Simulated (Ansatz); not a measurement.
Run this with Ansatz's Python interface and show what comes out.

The script reads `hg3pt.xyz`:
```text
4
Lattice="4.344221 0.0 0.0 0.0 4.344221 0.0 0.0 0.0 4.344221" Properties=species:S:1:pos:R:3 pbc="T T T"
Hg    0.00000000    2.17211050    2.17211050
Hg    2.17211050    0.00000000    2.17211050
Hg    2.17211050    2.17211050    0.00000000
Pt    0.00000000    0.00000000    0.00000000
```

The script, `restart.py`:
```python
"""Start a denser mesh for Hg3Pt from a saved density."""

import ansatz as az

OCCUPATIONS = "Fermi-Dirac"

xtal = az.Crystal.from_extxyz("hg3pt.xyz")

calculation = xtal.calculation()
calculation = calculation.functional(az.Functional.PBE)
calculation = calculation.basis(35 * az.Ry)
calculation = calculation.occupations(OCCUPATIONS)
coarse = calculation.kpoints(*(3, 3, 3)).checkpoint(write="ground.run").run(threads=1).report
warm = calculation.kpoints(*(5, 5, 5)).checkpoint(read="ground.run").run(threads=1).report
cold = calculation.kpoints(*(5, 5, 5)).run(threads=1).report
for label, report in (("coarse", coarse), ("fine, from the saved density", warm), ("fine, fresh start", cold)):
    print(f"{label:30s} F = {report['free_energy_ev']:.5f} eV  iterations {report['n_iterations']}")
```

```console
$ python restart.py
coarse                         F = -53962.72898 eV  iterations 7
fine, from the saved density   F = -53962.62354 eV  iterations 7
fine, fresh start              F = -53962.62354 eV  iterations 7
```

Reading the output:
- The input holds a mistake (the k-points aren't stated), so what it prints is no property of Hg3Pt.
- Spin is left out of this run.
- The mesh is modest for a metal, so energies can be off by several to tens of meV an atom and pressures by half a GPa or more; differences at equal mesh fare better.
- Spin-orbit coupling, which matters for elements this heavy, is left out.
- This cell is a computed structure, which may not be the phase found in nature.
- Finished in 5 s on 1 thread of Arm Neoverse V1, with other jobs on the host, peak memory 0.4 GiB.

(Lines on the test bed's own set-up are left out of the output.)
